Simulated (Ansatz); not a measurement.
The first iterations of a band of a periodic cell of 17 atoms, Mg₈HO₈ (host MgO, host structure Fm-3m, interstitial H), cell charge +1.

Level of theory: DFT LDA, scalar-relativistic, plane waves, PAW in Ansatz 0.2.0. Settings: PAW set soft_1, cutoff 420 eV, k mesh 2x2x2, fermi-dirac smearing 0.02 eV, no spin polarisation.

| Property | Result |
| --- | --- |
| movable images | 3 |
| climbing image | yes |
| spring | 5.0 eV/Å² |
| optimiser | quadratic models (default) |
| start path | IDPP |
| force threshold | 0.05 eV/Å |
| iteration limit | 80 |
| end points | relaxed |

Image 0:

```xyz
17
Lattice="0.0000 4.2993 4.2993 4.2993 0.0000 4.2993 4.2993 4.2993 0.0000" Properties=species:S:1:pos:R:3
Mg 0.181 -0.010 0.010
O 2.174 2.150 2.150
Mg 2.199 2.145 -0.048
O 4.339 4.319 2.111
Mg 2.140 -0.010 1.970
O 4.300 2.150 4.276
Mg 4.307 2.157 2.143
O 6.455 4.305 4.294
Mg 0.033 2.182 2.118
O 2.203 4.352 4.247
Mg 2.199 4.348 2.155
O 4.339 6.488 4.280
Mg 2.140 2.330 4.310
O 4.300 4.323 6.450
Mg 4.295 4.348 4.251
O 6.469 6.488 6.411
H 2.727 0.577 3.723
```

Image 4:

```xyz
17
Lattice="0.0000 4.2993 4.2993 4.2993 0.0000 4.2993 4.2993 4.2993 0.0000" Properties=species:S:1:pos:R:3
Mg 0.179 -0.011 -0.008
O 2.168 2.187 2.190
Mg 2.197 2.143 0.051
O 4.298 4.322 2.151
Mg 2.197 0.047 2.147
O 4.298 2.148 4.325
Mg 4.330 2.180 2.184
O 6.454 4.304 4.307
Mg 0.005 2.155 2.158
O 2.201 4.350 4.354
Mg 2.139 4.288 2.332
O 4.337 6.486 4.321
Mg 2.139 2.328 4.292
O 4.337 4.317 6.489
Mg 4.293 4.347 4.350
O 6.472 6.447 6.451
H 2.725 0.576 4.879
```

| iteration | highest image above the first end (eV) | largest band force component (eV/Å) |
| --- | --- | --- |
| 1 | 0.296 | 1.700 |
| 2 | 0.149 | 0.905 |

Does the band converge within its limit, and where does its top end?

The run converged. It ended after 7 iterations with the highest image 0.052 eV above the first end. By the program's own check the climbing image is a first-order saddle point (lowest curvatures found: -0.37 and 1.12 eV/Å²). Limits of this set-up: coarse k mesh, PAW files made for another functional, charged cell in a uniform background, uncorrected.

Run time: 3.1 min on 1 thread of Intel(R) Xeon(R) Platinum 8488C (Sapphire Rapids), with other jobs on the host, peak memory 0.65 GiB.
